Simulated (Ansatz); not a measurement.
# MgB (Pm-3m) in Ansatz: settings compared

One crystal, MgB, is run at these levels: PBE, RPBE, BLYP, r2SCAN; tasks: density of states, band structure.

All numbers are computed with Ansatz 0.2.0; they aren't measurements. Logs are shortened: lines on timing, memory, paths and dates and some standing lists are left out, and cuts for length are marked.

**1. The crystal as given**

The structure is cubic, space group Pm-3m (No. 221). Conventional cell: a = 2.895 Å, b = 2.895 Å, c = 2.895 Å, α = 90.00°, β = 90.00°, γ = 90.00°. Mg (site symmetry m-3m) is surrounded by 8 B at 2.51 Å. Around B (site symmetry m-3m) lie 8 Mg at 2.51 Å.

The cell was built by a generator and needn't be a form met in nature.

**2. Density of states, PBE**

Contents of input.yaml:

```yaml
crystal:
  lattice:
    - [2.89515, 0.0, 0.0]
    - [0.0, 2.89515, 0.0]
    - [0.0, 0.0, 2.89515]
  atoms:
    - { symbol: Mg, position: [0.0, 0.0, 0.0] }
    - { symbol: B, position: [0.5, 0.5, 0.5] }
hamiltonian:
  xc: pbe
  pseudopotentials: { kind: paw }
kpoints:
  mp_grid: { grid: [9, 9, 9] }
scf:
  occupations: { method: fermi_dirac, width: 0.05 }
  n_extra_bands: 6
output:
  forces: true
  stress: true
  eigenvalues: true
  dos: { projected: false, de: 0.05, nscf_kmesh: { grid: [14, 14, 14] } }
  write_density: true
  write_potential: true
  elf: true
  volumetric_format: npy
```

Potentials or basis: Ansatz PAW.

Started as:

```console
$ ansatz run input.yaml --threads 2 --pin off --max-ram 5632MiB --backend cpu --events-out ev --progress --plain --runs-dir out
```

Output:

```text
Warning: RAYON_NUM_THREADS=2 ignored (pool sized by the plan → 2); use --threads N
scf.n_extra_bands = 6 over 7 filled bands (N_el = 13.0): the run solves 13 bands
Engine: ansatz 0.2.0, x86_64-unknown-linux-gnu
Pseudopotentials: kind: paw
Pseudopotential: Mg, paw, valence charge 10, recommended cutoff 420 eV (normal), Mg.paw.azcp
Pseudopotential: B, paw, valence charge 3, recommended cutoff 420 eV (normal), B.paw.azcp
Functional definition: PBE
  parameter kappa = 0.804
  parameter beta = 0.06672455060314922
  exchange = pbe_x(kappa = kappa, mu = beta*pi^2/3)
  correlation = pbe_c(beta = beta)
Crystal: 2 atoms, lattice volume = 24.267 Å³
Basis set: ecut = 420 eV, 461 PW (Γ), exchange–correlation on 40×40×40 points (8 copies of the dense FFT grid, shifted against one another)
Bands: 13, of which v1, the nominal top of the filled ones, is band 7 counted from 1 (6 counted from 0)
Symmetry: 48 space group operations
Space group: Pm-3m (ITA 221), of the structure as read, at distance tolerance 2.9e-5 Å
k-points: 35 of 729
Non-local potential: Mg, projectors of the file, l = 0: 3, l = 1: 2, l = 2: 1
Non-local potential: B, projectors of the file, l = 0: 2, l = 1: 2, l = 2: 1
PAW form: soft (Blöchl's): semilocal exchange-correlation on the pseudo side does not see the compensation charge
PAW one-centre angular grid: Mg, 110 points (default); XC on 64 Gauss nodes
PAW one-centre angular grid: B, 110 points (default); XC on 64 Gauss nodes
Initial density: superposition of atomic densities (neutral atoms: chi_scale 0, normalization atom), corrected by the library's trained network
Initial wavefunctions: pseudopotential atomic-orbital guess
Functional: x = pbe(κ = 0.804, μ = 0.2195149727645171), c = pbe(β = 0.06672455060314922)
SCF iter   1: F=—  HF=-2078.116091 eV  |F-HF|=—  |Δ(HF+E_count)|=         —  Δρ=1.72e-3  dr2=1.07e-3  ethr=1.77e-3  ⟨swp⟩=5.2  Hψ=2589  notcnv=0  defer=7
preconditioner: auto → none  [metal: Δε(μ)=0.072 eV  Ē_g=13.475 eV  σ=0.050 eV  W_gap=0.32  n_scr=6 (ndim 8)  ℏωp=16.9 eV  f_vac=0.000  D(μ)=0.85/eV (n_scr^D=6)  sad-step TF]
SCF iter   2: F=—  HF=-2078.115882 eV  |F-HF|=—  |Δ(HF+E_count)|=   2.10e-4  Δρ=1.02e-3  dr2=4.07e-4  ethr=8.20e-6  ⟨swp⟩=1.2  Hψ=751  notcnv=0  defer=24
SCF iter   3: F=—  HF=-2078.115762 eV  |F-HF|=—  |Δ(HF+E_count)|=   1.19e-4  Δρ=1.60e-4  dr2=4.61e-6  ethr=3.13e-6  ⟨swp⟩=1.9  Hψ=454  notcnv=0  defer=24
SCF iter   4: F=—  HF=-2078.115790 eV  |F-HF|=—  |Δ(HF+E_count)|=   2.77e-5  Δρ=2.57e-5  dr2=8.91e-8  ethr=3.55e-8  ⟨swp⟩=2.1  Hψ=591  notcnv=0  defer=24
iter 5 did not close the SCF: its close was put off for the readings that it lacked (scf_convergence_deferred on its scf_iter line)
SCF iter   5: F=-2078.115790 eV  HF=-2078.115790 eV  |F-HF|=3.61e-10  |Δ(HF+E_count)|=   4.44e-9  Δρ=6.29e-6  dr2=3.79e-9  ethr=6.85e-10  ⟨swp⟩=2.3  Hψ=547  notcnv=0  defer=24
SCF iter   6: F=-2078.115790 eV  HF=-2078.115790 eV  |F-HF|=4.55e-12  |Δ(HF+E_count)|=  5.04e-10  Δρ=3.82e-7  dr2=1.70e-11  ethr=2.91e-11  ⟨swp⟩=8.1  Hψ=2326  notcnv=0
SCF 1 converged in 6 iterations: F = -2078.115790 eV  dr2 = 1.70e-11
NSCF: frozen V_eff on 120 k-points
SCF converged after 6 iterations
Free energy (F): -2078.115790 eV
Harris-Foulkes:  -2078.115790 eV  (|F-HF|=4.55e-12)
Internal energy: -2078.109048 eV  (E = F + TS)
E sigma→0 (E₀):  -2078.112419 eV
Entropy (-TS):   -0.006742 eV (-3.371 meV/atom)
Fermi energy:    8.533498 eV
--- Per-component energies (eV) ---
  E_band       = -314.164817
  E_kinetic    = 118.470879
  E_local      = -1534.473386  (includes V_loc(G=0)·N_el)
  E_nonlocal   = 108.451580
  E_hartree    = 548.295434
  E_xc         = -59.934553
  E_vxc        = -74.041942  (∫ρ·V_xc dr)
  E_paw        = -370.162267  (= ΣΔE_a)
  E_vpaw       = -29.162777  (= ΣTr[D̂ρ^β])
  E_aug_tail   = -0.000003  (compensation charges beyond the density's cutoff)
  E_ewald      = -888.756732
  E_smearing   = -0.006742  (= −TS)
  E_closure    = -0.000000  (closes the sum)
  Σ components = -2078.115790   (vs F -2078.115790, Δ=0.00e0)
--- Forces (eV/Å), atoms counted from 1 ---
  atom   1  Mg    -0.00000000     0.00000000     0.00000000
  atom   2  B      0.00000000    -0.00000000    -0.00000000
  max |Σ_I F_I| component: 1.34e-30 eV/Å
--- Stress (GPa, compression-positive) ---
        0.154877      -0.000000       0.000000
       -0.000000       0.154877       0.000000
        0.000000       0.000000       0.154877
  P = ⅓ Tr σ = 0.1549 GPa (1.549 kbar)
--- Band table (eV; the first three rows and the last of 35) ---
  k-point 0: bands = ["-66.7857", "-33.5162", "-33.5162", "-33.5162", "-2.3557", "10.9074", "10.9074", "10.9074", "15.4297", "15.4297", "17.3544", "26.5903", "26.5903"]
  k-point 1: bands = ["-66.7852", "-33.5225", "-33.5157", "-33.5157", "-2.1597", "9.4811", "11.0183", "11.0183", "15.6475", "16.5201", "17.9225", "25.6413", "25.6413"]
  k-point 2: bands = ["-66.7840", "-33.5383", "-33.5143", "-33.5143", "-1.5791", "7.1095", "11.3218", "11.3218", "16.2992", "17.3793", "19.7372", "23.7585", "23.7585"]
  k-point 34: bands = ["-66.7742", "-33.5554", "-33.5552", "-33.5552", "5.5122", "7.0932", "7.0932", "7.8333", "12.6977", "12.6977", "12.7002", "19.1115", "29.3732"]
```

Wall time 1 s (2 threads of Intel Xeon at 2.70GHz, shared host); peak memory 0.3 GiB.

Results:

- Free energy: -2078.1158 eV
- Pressure: 0.2 GPa
- Band gap on the k mesh: none (metal or under the smearing width)
- Density of states at the Fermi level: 0.61 states/eV per cell

States per cell in windows of 1 eV (zero at the Fermi level; states under -8 eV left out):
```
from (eV)  total
     -8.0   0.48
     -7.0   0.40
     -6.0   0.36
     -5.0   0.43
     -4.0   0.63
     -3.0   0.71
     -2.0   0.70
     -1.0   0.61
      0.0   0.59
      1.0   0.66
      2.0   0.95
      3.0   0.97
      4.0   0.53
      5.0   0.39
      6.0   0.43
      7.0   0.53
```

**3. Band structure, RPBE**

input.yaml: that of step 2 with these lines changed.

```diff
@@ -9,3 +9,3 @@
 hamiltonian:
-  xc: pbe
+  xc: rpbe
   pseudopotentials: { kind: paw }
@@ -13,2 +13,7 @@
   mp_grid: { grid: [9, 9, 9] }
+  band_path:
+    path:
+      - [[0.0, 0.0, 0.0], [0.0, 0.5, 0.0], [0.5, 0.5, 0.0], [0.0, 0.0, 0.0], [0.5, 0.5, 0.5], [0.0, 0.5, 0.0]]
+      - [[0.5, 0.5, 0.0], [0.5, 0.5, 0.5]]
+    npoints: 14
 scf:
@@ -20,3 +25,3 @@
   eigenvalues: true
-  dos: { projected: false, de: 0.05, nscf_kmesh: { grid: [14, 14, 14] } }
+  fatbands: false
   write_density: true
```

Potentials or basis: Ansatz PAW.

Started as:

```console
$ ansatz run input.yaml --threads 2 --pin off --max-ram 5632MiB --backend cpu --events-out ev --progress --plain --runs-dir out
```

Output:

```text
Warning: RAYON_NUM_THREADS=2 ignored (pool sized by the plan → 2); use --threads N
scf.n_extra_bands = 6 over 7 filled bands (N_el = 13.0): the run solves 13 bands
Engine: ansatz 0.2.0, x86_64-unknown-linux-gnu
Pseudopotentials: kind: paw
Pseudopotential: Mg, paw, valence charge 10, recommended cutoff 420 eV (normal), Mg.paw.azcp
Pseudopotential: B, paw, valence charge 3, recommended cutoff 420 eV (normal), B.paw.azcp
Functional definition: RPBE
  parameter kappa = 0.804
  parameter beta = 0.06672455060314922
  exchange = rpbe_x(kappa = kappa, mu = beta*pi^2/3)
  correlation = pbe_c(beta = beta)
Crystal: 2 atoms, lattice volume = 24.267 Å³
Basis set: ecut = 420 eV, 461 PW (Γ), exchange–correlation on 40×40×40 points (8 copies of the dense FFT grid, shifted against one another)
Bands: 13, of which v1, the nominal top of the filled ones, is band 7 counted from 1 (6 counted from 0)
Symmetry: 48 space group operations
Space group: Pm-3m (ITA 221), of the structure as read, at distance tolerance 2.9e-5 Å
k-points: 35 of 729
Non-local potential: Mg, projectors of the file, l = 0: 3, l = 1: 2, l = 2: 1
Non-local potential: B, projectors of the file, l = 0: 2, l = 1: 2, l = 2: 1
PAW form: soft (Blöchl's): semilocal exchange-correlation on the pseudo side does not see the compensation charge
PAW frozen core: Mg, regenerated for the run's functional, and the local potential with it (the file was generated under x = pbe(κ = 0.804, μ = 0.2195149727645171), c = pbe(β = 0.06672455060314922))
PAW frozen core: B, regenerated for the run's functional, and the local potential with it (the file was generated under x = pbe(κ = 0.804, μ = 0.2195149727645171), c = pbe(β = 0.06672455060314922))
PAW one-centre angular grid: Mg, 110 points (default); XC on 64 Gauss nodes
PAW one-centre angular grid: B, 110 points (default); XC on 64 Gauss nodes
Initial density: superposition of atomic densities (neutral atoms: chi_scale 0, normalization atom), corrected by the library's trained network
Initial wavefunctions: pseudopotential atomic-orbital guess
Functional: x = rpbe, c = pbe(β = 0.06672455060314922)
SCF iter   1: F=—  HF=-2082.031332 eV  |F-HF|=—  |Δ(HF+E_count)|=         —  Δρ=3.67e-3  dr2=1.89e-3  ethr=1.77e-3  ⟨swp⟩=5.2  Hψ=2575  notcnv=0  defer=8
preconditioner: auto → none  [metal: Δε(μ)=0.079 eV  Ē_g=13.550 eV  σ=0.050 eV  W_gap=0.35  n_scr=6 (ndim 8)  ℏωp=16.9 eV  f_vac=0.000  D(μ)=0.85/eV (n_scr^D=6)  sad-step TF]
SCF iter   2: F=—  HF=-2082.030292 eV  |F-HF|=—  |Δ(HF+E_count)|=   1.04e-3  Δρ=1.64e-3  dr2=4.67e-4  ethr=1.45e-5  ⟨swp⟩=2.2  Hψ=937  notcnv=0  defer=39
SCF iter   3: F=—  HF=-2082.030168 eV  |F-HF|=—  |Δ(HF+E_count)|=   1.24e-4  Δρ=2.45e-4  dr2=9.10e-6  ethr=3.59e-6  ⟨swp⟩=2.6  Hψ=565  notcnv=0  defer=39
SCF iter   4: F=—  HF=-2082.030206 eV  |F-HF|=—  |Δ(HF+E_count)|=   3.78e-5  Δρ=7.53e-5  dr2=7.67e-7  ethr=7.00e-8  ⟨swp⟩=1.3  Hψ=455  notcnv=0  defer=39
iter 5 did not close the SCF: its close was put off for the readings that it lacked (scf_convergence_deferred on its scf_iter line)
SCF iter   5: F=-2082.030206 eV  HF=-2082.030206 eV  |F-HF|=3.97e-10  |Δ(HF+E_count)|=   5.32e-7  Δρ=2.12e-6  dr2=4.06e-10  ethr=5.90e-9  ⟨swp⟩=1.7  Hψ=517  notcnv=0  defer=39
SCF iter   6: F=-2082.030206 eV  HF=-2082.030206 eV  |F-HF|=3.64e-12  |Δ(HF+E_count)|=  4.01e-10  Δρ=2.11e-7  dr2=5.85e-12  ethr=3.12e-12  ⟨swp⟩=7.8  Hψ=2325  notcnv=0
SCF 1 converged in 6 iterations: F = -2082.030206 eV  dr2 = 5.85e-12
NSCF: frozen V_eff on 86 k-points
SCF converged after 6 iterations
Free energy (F): -2082.030206 eV
Harris-Foulkes:  -2082.030206 eV  (|F-HF|=3.64e-12)
Internal energy: -2082.023473 eV  (E = F + TS)
E sigma→0 (E₀):  -2082.026840 eV
Entropy (-TS):   -0.006733 eV (-3.366 meV/atom)
Fermi energy:    8.645556 eV
--- Per-component energies (eV) ---
  E_band       = -312.925566
  E_kinetic    = 118.195941
  E_local      = -1534.246148  (includes V_loc(G=0)·N_el)
  E_nonlocal   = 108.077284
  E_hartree    = 548.461560
  E_xc         = -59.995288
  E_vxc        = -73.971545  (∫ρ·V_xc dr)
  E_paw        = -373.723970  (= ΣΔE_a)
  E_vpaw       = -27.904167  (= ΣTr[D̂ρ^β])
  E_aug_tail   = -0.000004  (compensation charges beyond the density's cutoff)
  E_ewald      = -888.756732
  E_core_change = -0.036117  (= ΣΔE_core)
  E_smearing   = -0.006733  (= −TS)
  E_closure    = 0.000000  (closes the sum)
  Σ components = -2082.030206   (vs F -2082.030206, Δ=0.00e0)
--- Forces (eV/Å), atoms counted from 1 ---
  atom   1  Mg    -0.00000000    -0.00000000    -0.00000000
  atom   2  B      0.00000000    -0.00000000    -0.00000000
  max |Σ_I F_I| component: 9.04e-31 eV/Å
--- Stress (GPa, compression-positive) ---
        2.774215      -0.000000       0.000000
       -0.000000       2.774215       0.000000
        0.000000       0.000000       2.774215
  P = ⅓ Tr σ = 2.7742 GPa (27.742 kbar)
--- Band table (eV; the first three rows and the last of 35) ---
  k-point 0: bands = ["-66.8288", "-33.3729", "-33.3729", "-33.3729", "-2.2762", "11.0427", "11.0427", "11.0427", "15.5354", "15.5354", "17.5581", "26.8985", "26.8985"]
  k-point 1: bands = ["-66.8284", "-33.3791", "-33.3724", "-33.3724", "-2.0803", "9.6039", "11.1541", "11.1541", "15.7537", "16.6491", "18.1254", "25.9044", "25.9044"]
  k-point 2: bands = ["-66.8272", "-33.3948", "-33.3710", "-33.3710", "-1.5003", "7.2219", "11.4594", "11.4594", "16.4074", "17.5437", "19.9492", "23.9724", "23.9724"]
  k-point 34: bands = ["-66.8176", "-33.4117", "-33.4115", "-33.4115", "5.5839", "7.1939", "7.1939", "7.9217", "12.8411", "12.8411", "12.8516", "19.4196", "29.6699"]
```

Wall time 0.96 s (2 threads of Intel Xeon at 2.70GHz, shared host); peak memory 0.29 GiB.

What came out:

```yaml
Free_energy: -2082.0302 eV
Pressure: 2.8 GPa
Band_gap_on_the_k_mesh: none (metal or under the smearing width)
```

Levels at the corners of the path, in eV from the Fermi level:
| point | band 3 | band 4 | band 5 | band 6 | band 7 | band 8 | band 9 | band 10 | band 11 | band 12 |
| --- | --- | --- | --- | --- | --- | --- | --- | --- | --- | --- |
| Γ | -42.02 | -42.02 | -10.92 | 2.40 | 2.40 | 2.40 | 6.89 | 6.89 | 8.91 | 18.25 |
| X | -42.01 | -42.01 | -7.82 | -5.85 | 3.56 | 3.56 | 10.51 | 10.82 | 11.65 | 11.92 |
| M | -42.06 | -42.01 | -5.01 | -3.42 | -3.42 | 1.65 | 4.88 | 12.84 | 12.84 | 14.23 |
| Γ | -42.02 | -42.02 | -10.92 | 2.40 | 2.40 | 2.40 | 6.89 | 6.89 | 8.91 | 18.25 |
| R | -42.06 | -42.06 | -1.95 | -1.45 | -1.45 | -1.45 | 3.91 | 3.91 | 3.91 | 10.21 |
| X | -42.01 | -42.01 | -7.82 | -5.85 | 3.56 | 3.56 | 10.51 | 10.82 | 11.65 | 11.92 |
| M | -42.06 | -42.01 | -5.01 | -3.42 | -3.42 | 1.65 | 4.88 | 12.84 | 12.84 | 14.23 |
| R | -42.06 | -42.06 | -1.95 | -1.45 | -1.45 | -1.45 | 3.91 | 3.91 | 3.91 | 10.21 |

Caveat: the PAW data sets come from PBE, with cores solved anew for the run's functional, which leaves a small shift of forces and pressure.

**4. Band structure, BLYP**

input.yaml: that of step 3 with these lines changed.

```diff
@@ -9,3 +9,3 @@
 hamiltonian:
-  xc: rpbe
+  xc: blyp
   pseudopotentials: { kind: paw }
@@ -26,5 +26 @@
   fatbands: false
-  write_density: true
-  write_potential: true
-  elf: true
-  volumetric_format: npy
```

Started as:

```console
$ ansatz run input.yaml --threads 2 --pin off --max-ram 5632MiB --backend cpu --events-out ev --progress --plain --runs-dir out
```

It took 1.1 s on 2 threads of Intel Xeon at 2.70GHz, shared host; peak memory 0.28 GiB.

It converged, with:

- Free energy: -2081.5544 eV
- Pressure: 2.6 GPa
- Band gap on the k mesh: none (metal or under the smearing width)

Levels at the corners of the path, in eV from the Fermi level:
```
point  band 5  band 6  band 7  band 8  band 9  band 10
    Γ  -10.79    2.29    2.29    2.29    7.19     7.19
    X   -7.72   -5.74    3.40    3.40   10.55    11.07
    M   -4.98   -3.32   -3.32    1.76    4.66    12.79
    Γ  -10.79    2.29    2.29    2.29    7.19     7.19
    R   -2.02   -1.42   -1.42   -1.42    4.12     4.12
    X   -7.72   -5.74    3.40    3.40   10.55    11.07
    M   -4.98   -3.32   -3.32    1.76    4.66    12.79
    R   -2.02   -1.42   -1.42   -1.42    4.12     4.12
```

Caveat: the PAW data sets come from PBE, with cores solved anew for the run's functional, which leaves a small shift of forces and pressure.

[end of part 1 of 2]
